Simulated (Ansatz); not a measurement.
# C3N: one candidate of a structure search

Where does this trial cell of C3N go when cell and atoms are let free?

Method: DFT PBE, scalar-relativistic, plane waves, PAW, in Ansatz 0.2.0.

## Step 1: The system as given

The structure is hexagonal, space group P6_3/mmc (No. 194). The conventional cell has a = 5.036 Å, b = 5.036 Å, c = 4.069 Å, α = 90.00°, β = 90.00°, γ = 120.00°. C (site symmetry mm2) has 8 C at 2.46 to 2.58 Å and 4 N at 2.52 Å in its first shell of neighbours. Around N (site symmetry -6m2) lie 12 C at 2.52 Å.

Coordinates:

```cif
data_structure
_symmetry_space_group_name_H-M 'P6_3/mmc'
_symmetry_Int_Tables_number 194
_cell_length_a 5.0363
_cell_length_b 5.0363
_cell_length_c 4.0694
_cell_angle_alpha 90.000
_cell_angle_beta 90.000
_cell_angle_gamma 120.000
_cell_volume 89.39
loop_
_atom_site_label
_atom_site_type_symbol
_atom_site_symmetry_multiplicity
_atom_site_Wyckoff_symbol
_atom_site_fract_x
_atom_site_fract_y
_atom_site_fract_z
_atom_site_occupancy
C1 C 6 h 0.16279 0.32558 0.25000 1
N1 N 2 d 0.33333 0.66667 0.75000 1
```

Recipe of the guess: species swapped into a database cell of InRh3 (P6_3/mmc, No. 194), with N on the In sites and C on the Rh sites. Its size is a rough estimate.

## Step 2: Probe: one point on a coarse mesh

input.yaml reads:

```yaml
crystal:
  lattice:
    - [5.03628095, 0.0, 0.0]
    - [-2.51814048, 4.36154725, 0.0]
    - [0.0, 0.0, 4.06936998]
  atoms:
    - { symbol: C, position: [0.16279149, 0.32558298, 0.25] }
    - { symbol: C, position: [0.16279149, 0.83720851, 0.25] }
    - { symbol: C, position: [0.67441702, 0.83720851, 0.25] }
    - { symbol: C, position: [0.83720851, 0.67441702, 0.75] }
    - { symbol: C, position: [0.83720851, 0.16279149, 0.75] }
    - { symbol: C, position: [0.32558298, 0.16279149, 0.75] }
    - { symbol: "N", position: [0.33333333, 0.66666667, 0.75] }
    - { symbol: "N", position: [0.66666667, 0.33333333, 0.25] }
basis:
  ecutwfc: 420
kpoints:
  mp_grid: { grid: [6, 6, 4] }
hamiltonian:
  xc: pbe
scf:
  occupations: { method: gaussian, width: 0.1 }
  lower_state_search: "off"
output:
  forces: true
  stress: true
  eigenvalues: true
```

Run with:

```
$ ansatz run input.yaml --threads 1 --pin off --max-ram 2560MiB --backend cpu --events-out ev --progress --plain --runs-dir out
```

The session goes on with these runs: spin check on a coarse mesh; a loose first relaxation; relaxation on the finer mesh.

Before running it: what results should come out? Wanted: conventional cell; volume; energy over the elements; gap on the mesh.

The runs gave:

| quantity | value |
| --- | --- |
| symmetry at the end (tolerance 0.05 Å) | space group P6_3/mmc (No. 194) |
| conventional cell | a = 4.962 Å, b = 4.962 Å, c = 2.300 Å, α = 90.00°, β = 90.00°, γ = 120.00° |
| volume | 6.13 Å³/atom |
| energy over the elements (uncorrected; H, N, O, F and Cl as molecules) | +3.26 eV/atom |
| gap on the mesh | none (metal) |

In words: The space group P6_3/mmc (No. 194) is kept, and the volume per atom shrinks by 45.1 % from the first guess. With a positive formation energy it can't be a ground state. No finished test with a distortion of lower symmetry is shown, so the end may be a saddle point. A spin-polarised run here lost its starting moments, which speaks against magnetism, though one start doesn't rule it out. Other magnetic orders were not searched.
